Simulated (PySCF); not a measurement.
# GdS4 (Gd(S2)2-): the cost of one run

Program: PySCF 2.14.0. Level of theory: B3LYP, Gd lcecp-1-SVP with ECP53, S def2-SVP; scalar-relativistic core potentials, no spin–orbit coupling. These are calculated values, not measurements.

3 further runs of the same task are left out: 2 for a known fault of the program, 1 that didn't finish.

**1. The system as given**

5 atoms, charge -1, spin multiplicity 1.

Bond lengths: Gd1–S2 2.640 Å, Gd1–S3 2.640 Å, Gd1–S4 2.640 Å, Gd1–S5 2.640 Å, S2–S3 2.212 Å, S4–S5 2.212 Å. Angles: S2–Gd1–S3 49.5°, S2–Gd1–S4 145.5°, S2–Gd1–S5 145.5°, S3–Gd1–S4 145.5°, S3–Gd1–S5 145.5°, S4–Gd1–S5 49.5°, Gd1–S2–S3 65.2°, Gd1–S3–S2 65.2°, Gd1–S4–S5 65.2°, Gd1–S5–S4 65.2°.

Coordinates:

```xyz
5

Gd    0.00000    0.00000    0.00000
S     0.78218    0.78218    2.39724
S    -0.78218   -0.78218    2.39724
S     0.78218   -0.78218   -2.39724
S    -0.78218    0.78218   -2.39724
```

Formal oxidation states: Gd +3. Each metal's 7 4f electrons lie in its core potential, so multiplicities, spins and levels count the valence alone. An earlier session relaxed this geometry at B3LYP, Gd lcecp-1-SVP with ECP53, S def2-SVP (singlet, point group D2d).

Its energy there is -1628.488784 Eh.

**2. Atoms moved at random, σ = 0.1 Å**

Contents of run.py (the lines that set the calculation):

```python
mol = gto.M(atom='''
Gd     0.16202     0.08838    -0.00543
S      0.82501     0.90302     2.37927
S     -0.82315    -0.77853     2.52565
S      0.80219    -0.86186    -2.34527
S     -0.96608     0.64900    -2.55422''',
    basis={'Gd': 'lcecp-1-SVP', 'S': 'def2-SVP'},
    ecp={'Gd': 'lcecp-1-SVP'},
    charge=-1, spin=0)
mf = dft.RKS(mol, xc='B3LYP')
mf.grids.atom_grid = (50, 194)  # f atoms: unpruned, at least (60, 302)
mf = mf.density_fit()  # fitting sets: Gd AutoAux, S def2-universal-JKFIT
mf.conv_tol = 1e-08; mf.max_cycle = 55
mf.kernel(dm0)  # dm0: the density of the relaxed state
```

Launch:

```
> OMP_NUM_THREADS=2 python run.py
```

**Question.** How long does this run take on 2 threads of Intel Xeon 6975P-C (Granite Rapids), shared host?

About 3.5 s.
